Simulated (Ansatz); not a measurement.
# FePt (P4/mmm): equation of state

The task here is to estimate one member of a computed series from the others.

Program: Ansatz 0.2.0. Level of theory: DFT r²SCAN, scalar-relativistic, plane waves, PAW. These are calculated values, not measurements.

## The starting structure

It takes space group P4/mmm (No. 123, tetragonal). The conventional cell has a = 2.732 Å, b = 2.732 Å, c = 3.726 Å, α = 90.00°, β = 90.00°, γ = 90.00°. Fe (site symmetry 4/mmm) is surrounded by 8 Pt at 2.68 Å and 4 Fe at 2.73 Å. Pt (site symmetry 4/mmm) is surrounded by 8 Fe at 2.68 Å and 4 Pt at 2.73 Å.

As a file:

```
CELL_PARAMETERS angstrom
2.73185 0.00000 0.00000
0.00000 2.73185 0.00000
0.00000 0.00000 3.72617
ATOMIC_POSITIONS crystal
Fe 0.00000 0.00000 0.00000
Pt 0.50000 0.50000 0.50000
```

An earlier run at r²SCAN left this cell at 13.904 Å³/atom and -0.01 GPa (16×16×12 mesh).

Volume factors to run: 0.980, 1.020, 0.960, 1.040.

Set-up of the first run:

Input file input.yaml:

```yaml
crystal:
  lattice:
    - [2.7135124106, 0.0, 0.0]
    - [0.0, 2.7135124106, 0.0]
    - [0.0, 0.0, 3.7011583511]
  atoms:
    - { symbol: Fe, position: [0.0, 0.0, 0.0], spin: 3.61 }
    - { symbol: Pt, position: [0.5, 0.5, 0.5] }
basis:
  ecutwfc: 500
  ecutrho_ratio: 4
kpoints:
  mp_grid: { grid: [16, 16, 12] }
hamiltonian:
  xc: r2scan
scf:
  occupations: { method: gaussian, width: 0.05 }
output:
  forces: true
  stress: true
  eigenvalues: true
  populations: true
magnetization:
  spin_polarized: true
relax:
  f_tol: 0.01
  max_steps: 40
  cell: { stress_tol: 0.1, fix: [volume] }
```

Started as:

```sh
> ansatz run input.yaml --threads 2 --pin off --max-ram 5120MiB --backend cpu --events-out ev --progress --plain --runs-dir out
```

Among the steps run: At 0.980 of the relaxed volume; Volume × 1.020; Volume × 0.960; Scaling the volume by 1.040.

One table of the session follows, with a row left open; its other results are not shown here.

It belongs to the step «The fit». 

```
volume (Å³/atom)  energy (meV/atom)  pressure (GPa)  moment of atom 1 (μB)
          13.348              15.90            9.58                   3.21
          13.626                  ?               ?                      ?
          13.904               0.00           -0.01                   3.28
          14.182               3.54           -4.03                   3.31
          14.460              13.72           -7.64                   3.34
```

Q: Estimate the row for volume (Å³/atom) = 13.626 from the others.

Worked estimate for «energy (meV/atom)». A straight line through the neighbours (13.348, 15.90) and (13.904, 0.00) gives 15.90 + (0.00 − 15.90) × (13.626 − 13.348) / (13.904 − 13.348) = 7.95; a parabola fitted to 3 rows on both sides gives 4.12.

As computed: energy (meV/atom): 3.86; pressure (GPa): 4.55; moment of atom 1 (μB): 3.25. In «energy (meV/atom)» the line misses by +4.09 and the parabola by +0.26.

To keep in mind: Warnings in the runs' records: stability check not made.
